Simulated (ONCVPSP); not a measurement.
**An ONCV potential for Ce, from input to tests**

Aim: build the potential from the settings below, then test how well it stands in for the atom: other configurations, scattering, ghost states and the plane-wave cutoff that it needs.

Method: ONCVPSP 4.0.1, PBE, scalar-relativistic.

## (1) Settings

Typed settings, in words:

| Item | Value |
| --- | --- |
| element | cerium (Ce, Z = 58) |
| type | optimised norm-conserving Vanderbilt (ONCV) |
| frozen core | [Kr] 4d10 |
| valence charge | 12 |
| reference configuration | 4f1 5s2 5p6 5d1 6s1 (charge +1) |
| partial waves | 5s+6s: rc 2.55 bohr, ncon 4, nbas 8, qcut 5.6 1/bohr, 2 projectors; 5p: rc 2.70 bohr, ncon 4, nbas 9, qcut 6.4 1/bohr, 2 projectors, debl 4 Ha; 5d: rc 2.40 bohr, ncon 3, nbas 8, qcut 3.7 1/bohr, 1 projector; 4f: rc 1.45 bohr, ncon 3, nbas 8, qcut 13 1/bohr, 3 projectors, debl 0.5 Ha |
| local potential | polynomial inside 1.25 bohr (lpopt 5, dvloc0 0 Ha) |
| core correction | Teter function, fcfact 3.25, rcfact 1.35 |

An earlier all-electron run gives the scale for the radii.

All-electron outer shells of the reference configuration (PBE, scalar-relativistic, ld1.x):

```csv
shell,level (eV),outermost node (bohr),outermost maximum (bohr)
4d,-116.41,0.31,0.66
5s,-46.49,0.75,1.37
5p,-29.11,0.81,1.55
4f,-11.28,–,0.71
5d,-8.56,0.92,2.12
6s,-8.49,1.81,3.54
6p,-5.46,2.12,4.38
```

## (2) Generating the potential

File Ce.dat:

```
# ATOM AND REFERENCE CONFIGURATION
# atsym  z   nc   nv     iexc    psfile
  Ce 58.00    9    5        4      upf
#
#   n    l    f
    1    0    2.00
    2    0    2.00
    2    1    6.00
    3    0    2.00
    3    1    6.00
    3    2   10.00
    4    0    2.00
    4    1    6.00
    4    2   10.00
    4    3    1.00
    5    0    2.00
    5    1    6.00
    5    2    1.00
    6    0    1.00
#
# PSEUDOPOTENTIAL AND OPTIMIZATION
# lmax
    3
#
#   l,   rc,      ep,       ncon, nbas, qcut
    0    2.55    0.00    4    8    5.60
    1    2.70    0.00    4    9    6.40
    2    2.40    0.00    3    8    3.70
    3    1.45    0.00    3    8   13.00
#
# LOCAL POTENTIAL
# lloc, lpopt,  rc(5),   dvloc0
    4    5    1.25    0.00
#
# VANDERBILT-KLEINMAN-BYLANDER PROJECTORs
# l, nproj, debl
    0    2    1.10
    1    2    4.00
    2    1    1.60
    3    3    0.50
#
# MODEL CORE CHARGE
# icmod, fcfact, rcfact
    3    3.25    1.35
#
# LOG DERIVATIVE ANALYSIS
# epsh1, epsh2, depsh
   -3.00    5.00    0.02
#
# OUTPUT GRID
# rlmax, drl
    6.00    0.01
#
# TEST CONFIGURATIONS
# ncnf
    4
# nvcnf
#   n    l    f
    5
    4    3    1.00
    5    0    2.00
    5    1    6.00
    5    2    1.00
    6    0    2.00
#
    5
    4    3    1.00
    5    0    2.00
    5    1    6.00
    5    2    1.00
    6    0    0.00
#
    5
    4    3    1.00
    5    0    2.00
    5    1    6.00
    5    2    0.00
    6    0    0.00
#
    5
    4    3    0.00
    5    0    2.00
    5    1    6.00
    5    2    2.00
    6    0    1.00
#
```

Run with:

```bash
$ oncvpsp.x < Ce.dat > Ce.out
```

**Question.** What will these runs give? Wanted: cutoffs for 1 and 0.1 mHa per electron, occupied waves; bound ghosts; GHOST(+) flags; largest test error; largest phase difference near zero energy, channels read; rms error of d²Exc/dn², without and with the model core.

**Answer**, as computed:

```
                                                quantity                             value
  cutoffs for 1 and 0.1 mHa per electron, occupied waves                   64 Ha and 71 Ha
                                            bound ghosts                    s at -84.41 eV
                                          GHOST(+) flags                       p at 107 eV
                            largest test error (AE − PS)  +99 meV, for 4f0 5s2 5p6 5d2 6s1
largest phase difference near zero energy, channels read                         0.028 rad
 rms error of d²Exc/dn², without and with the model core                13.75 and 6.19 mHa
```

In words: It has a bound ghost (s), a state that the atom doesn't have, and that rules the file out. By total energies transferability is fair: the largest error is 99 meV on 5.2 eV, for 4f0 5s2 5p6 5d2 6s1. By its cutoff, 64 Ha for the looser tolerance, it is hard. At the looser tolerance the 4f wave is the slowest; 5s needs 9 Ha. Near zero energy the phases of the channels with partial waves agree within 0.028 rad. The program also flags highly localised states, GHOST(+) (p). All of this concerns the isolated atom, not yet a solid.
